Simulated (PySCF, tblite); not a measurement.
**C6H9NO: geometry, infrared bands and NMR shifts**

Aim: predict the infrared bands and NMR shifts of C6H9NO (`CC(C)c1cocn1`).

Computed with tblite 0.8.0 and PySCF 2.14.0, with density-fitted response routines of our own, on a single molecule in the gas phase. Atoms count from 0, in the outputs and in this text.

## (1) The molecule as given

17 atoms, charge 0, multiplicity 1; geometry from: force field or distance geometry start.

Bonds of the start (Å): C0–C1 1.53, C1–C2 1.51, C1–C3 1.50, C3–C4 1.38, C4–O5 1.36, O5–C6 1.36, C6–N7 1.31, N7–C3 1.38, C0–H8 1.10, C0–H9 1.11, C0–H10 1.09, C1–H11 1.10, C2–H12 1.08, C2–H13 1.10, C2–H14 1.10, C4–H15 1.08, C6–H16 1.08.

## (2) Optimising the geometry with GFN2-xTB

Job settings and geometry (Å):

```
{"job": {"kind": "relax", "xc": "GFN2-xTB", "basis": "xTB"}, "charge": 0, "multiplicity": 1}
C     -1.372400     0.392100     1.364300
C     -0.854700    -0.216400     0.060400
C     -1.323800     0.574400    -1.137600
C      0.639200    -0.325400     0.082000
C      1.425500    -1.462900     0.030600
O      2.726200    -1.075600     0.073700
C      2.664700     0.283700     0.170300
N      1.454900     0.783500     0.191400
H     -1.055500    -0.191300     2.237000
H     -2.480100     0.420000     1.367300
H     -1.021900     1.418600     1.499800
H     -1.273300    -1.235600    -0.010100
H     -0.983100     0.128100    -2.064200
H     -2.423100     0.605900    -1.179200
H     -0.972100     1.620000    -1.110900
H      1.236900    -2.520500    -0.045600
H      3.605500     0.813200     0.234000
```

The run is started by

```
OMP_NUM_THREADS=1 python probes_run.py task.json out
```

One launch serves the whole session: the jobs run in the order shown.

**Question.** This job is followed by: GFN2-xTB harmonic vibrations, gas phase; GIAO PBE0/pcSseg-1 NMR shielding, non-relativistic, gas phase. Predict these results of the whole session: strongest single infrared mode (GFN2-xTB); zero-point energy (GFN2-xTB); 13C shifts against TMS (PBE0/pcSseg-1, means over atoms taken as alike); 1H shifts against TMS (PBE0/pcSseg-1, means over atoms taken as alike); 17O shifts against H2O (PBE0/pcSseg-1); 15N shifts against NH3 (PBE0/pcSseg-1).

**Answer**, as computed:

| quantity | value |
| --- | --- |
| strongest single infrared mode (GFN2-xTB) | 1234 cm⁻¹, 77 km/mol |
| zero-point energy (GFN2-xTB) | 88.1 kcal/mol |
| 13C shifts against TMS (PBE0/pcSseg-1, means over atoms taken as alike) | 155.9, 155.4, 138.4, 30.8, 25.0 ppm |
| 1H shifts against TMS (PBE0/pcSseg-1, means over atoms taken as alike) | 7.71, 7.55, 2.80, 1.41 ppm |
| 17O shifts against H2O (PBE0/pcSseg-1) | 319.0 ppm |
| 15N shifts against NH3 (PBE0/pcSseg-1) | 297.7 ppm |

In words: The optimisation took 42 steps and gained 0.105 eV; among the close pairs (by a distance rule), O5–C6 changed most, from 1.364 to 1.336 Å. No mode is imaginary among the 45: a minimum at this level. The strongest single mode, at 1234 cm⁻¹, is spread over several atoms, H16, H11, O5, C6 among them. GFN2-xTB is a fitted tight-binding method: band positions and strengths are rough. Its intensities can rank the bands wrongly. At PBE0/pcSseg-1: The widest tensor belongs to N7: span 465 ppm, with a paramagnetic part of -356 ppm. NICS(1)zz of -27 ppm above the planar ring from C3 marks a diatropic (aromatic) ring current.
